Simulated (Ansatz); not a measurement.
Task: a single point of NaLiICl, space group P4/mmm, with Ansatz 0.2.0 through its Python package. Give the script and its output. Level of theory: PBEsol, PAW, cutoff 435 eV, 5×5×4 k-points, fixed occupations, D3BJATM dispersion.

```xyz
4
Lattice="4.0916 0.0000 0.0000 0.0000 4.0916 0.0000 0.0000 0.0000 6.2153" Properties=species:S:1:pos:R:3 pbc="T T T"
Na    2.0458    2.0458    3.1077
Li    0.0000    0.0000    0.0000
I     2.0458    2.0458    0.0000
Cl    0.0000    0.0000    3.1077
```

`run_scf.py`:
```python
"""SCF run for NaLiICl."""

import warnings

import ansatz as az
import numpy as np
import pandas as pd


def main() -> None:
    warnings.simplefilter("ignore", az.DeckWarning)

    structure = (
        az.Lattice.of([4.091636, 0.0, 0.0], [0.0, 4.091636, 0.0], [0.0, 0.0, 6.215344])
        .atom("Na", [0.5, 0.5, 0.5])
        .atom("Li", [0.0, 0.0, 0.0])
        .atom("I", [0.5, 0.5, 0.0])
        .atom("Cl", [0.0, 0.0, 0.5])
    )

    # the calculation
    job = (
        structure.calculation()
        .occupations(az.OccupationsMethod.FIXED)
        .scf(max_iterations=80, extra_bands=2, algorithm="density_mixing")
        .basis(16 * az.Ha)
        .kpoints(5, 5, 4, center="monkhorst-pack")
        .functional("PBEsol", dispersion="d3bjatm")
        .stress()
        .forces()
        .band_table()
    )
    session = job.session()
    planned = session.plan(threads=1)
    outcome = planned.execute()
    r = outcome.report

    n_atoms = len(r["lattice"]["sites"])
    print("F =", round(r["free_energy_ev"], 4), "eV for", n_atoms, "atoms")
    print("E(sigma -> 0) =", round(r["energy_sigma0_ev"], 4), "eV, TS =", round(r["entropy_ts_ev"], 5), "eV")
    print("closed by", r["closed_by"], "after", r["n_iterations"], "iterations")

    used = r["setup"]
    print("cutoffs (eV):", used["ecut_ev"], used["ecutrho_ev"], " FFT grid:", used["fft_dense"])
    print("cell volume {:.3f} A^3, {} symmetry operations".format(used["cell_volume_ang3"], used["n_sym_ops"]))

    # the stress is positive in compression
    sigma = r["stress_gpa"]
    voigt = [sigma[0][0], sigma[1][1], sigma[2][2], sigma[1][2], sigma[0][2], sigma[0][1]]
    print("stress xx yy zz yz xz xy (GPa):", " ".join(f"{s:.3f}" for s in voigt))
    print("P =", round(10 * float(np.mean(voigt[:3])), 2), "kbar")

    # forces, one row an atom
    table = pd.DataFrame(r["forces_ev_ang"], columns=["fx", "fy", "fz"])
    table.insert(0, "atom", [site["symbol"] for site in r["lattice"]["sites"]])
    print(table.round(4).to_string())

    print(job.to_yaml())

    fermi = r["fermi_energy_ev"]
    print("levels less the Fermi level (eV) at the first k-points")
    for k, levels in list(zip(r["kpoints_frac"], r["eigenvalues_ev"]))[:4]:
        print("k = ({:.3f}, {:.3f}, {:.3f})".format(*k))
        print("   ", " ".join(f"{e - fermi:.3f}" for e in levels))


if __name__ == "__main__":
    main()
```

```console
$ python run_scf.py
F = -10178.5776 eV for 4 atoms
E(sigma -> 0) = -10178.5776 eV, TS = 0.0 eV
closed by deck_thresholds after 7 iterations
cutoffs (eV): 435.382179935808 1741.528719743232  FFT grid: [30, 30, 45]
cell volume 104.054 A^3, 16 symmetry operations
stress xx yy zz yz xz xy (GPa): -2.174 -2.174 -2.129 0.000 0.000 0.000
P = -21.59 kbar
  atom   fx   fy   fz
0   Na  0.0  0.0  0.0
1   Li -0.0  0.0  0.0
2    I  0.0  0.0  0.0
3   Cl -0.0  0.0  0.0
crystal:
  lattice:
    - [4.091636, 0.0, 0.0]
    - [0.0, 4.091636, 0.0]
    - [0.0, 0.0, 6.215344]
  atoms:
    - { symbol: Na, position: [0.5, 0.5, 0.5] }
    - { symbol: Li, position: [0.0, 0.0, 0.0] }
    - { symbol: I, position: [0.5, 0.5, 0.0] }
    - { symbol: Cl, position: [0.0, 0.0, 0.5] }
basis:
  ecutwfc: 435.382179935808
kpoints:
  mp_grid:
    grid: [5, 5, 4]
    shift: [0.0, 0.0, 0.5]
hamiltonian:
  xc: pbesol
  dispersion: d3bjatm
scf:
  max_iter: 80
  algorithm: density_mixing
  n_extra_bands: 2
  occupations:
    method: fixed
output:
  forces: true
  stress: true
  eigenvalues: true

levels less the Fermi level (eV) at the first k-points
k = (0.000, 0.000, 0.125)
    -49.592 -44.489 -43.246 -43.241 -43.227 -43.226 -43.226 -21.703 -21.659 -21.659 -12.956 -11.279 -2.344 -1.050 -1.050 -0.395 -0.269 -0.269 4.273 5.491
k = (0.000, 0.000, 0.375)
    -49.592 -44.489 -43.246 -43.241 -43.227 -43.226 -43.226 -21.703 -21.659 -21.659 -12.944 -11.294 -1.916 -1.133 -0.952 -0.952 -0.397 -0.397 5.330 5.985
k = (0.000, 0.200, 0.125)
    -49.592 -44.489 -43.246 -43.241 -43.227 -43.226 -43.226 -21.703 -21.663 -21.659 -12.914 -11.208 -2.183 -1.467 -1.159 -0.984 -0.409 -0.180 4.928 5.845
k = (0.000, 0.200, 0.375)
    -49.592 -44.489 -43.246 -43.241 -43.227 -43.226 -43.226 -21.703 -21.663 -21.659 -12.906 -11.215 -2.048 -1.647 -1.049 -0.921 -0.578 -0.263 5.481 6.094
```

Reading the output:
- These settings explore the input space; cutoff and mesh may be short of convergence.
- The computed bands are complete only to about 5.5 eV above the Fermi level.
- The Fermi level of a run with fixed occupations marks the highest occupied state on its mesh, not mid-gap.
- The structure comes from a database of computed cells and needn't be a stable or known phase.
- Gaps and levels are Kohn-Sham values on a finite set of k-points, without spin-orbit coupling.

(Lines on the test bed's own set-up are left out of the output.)
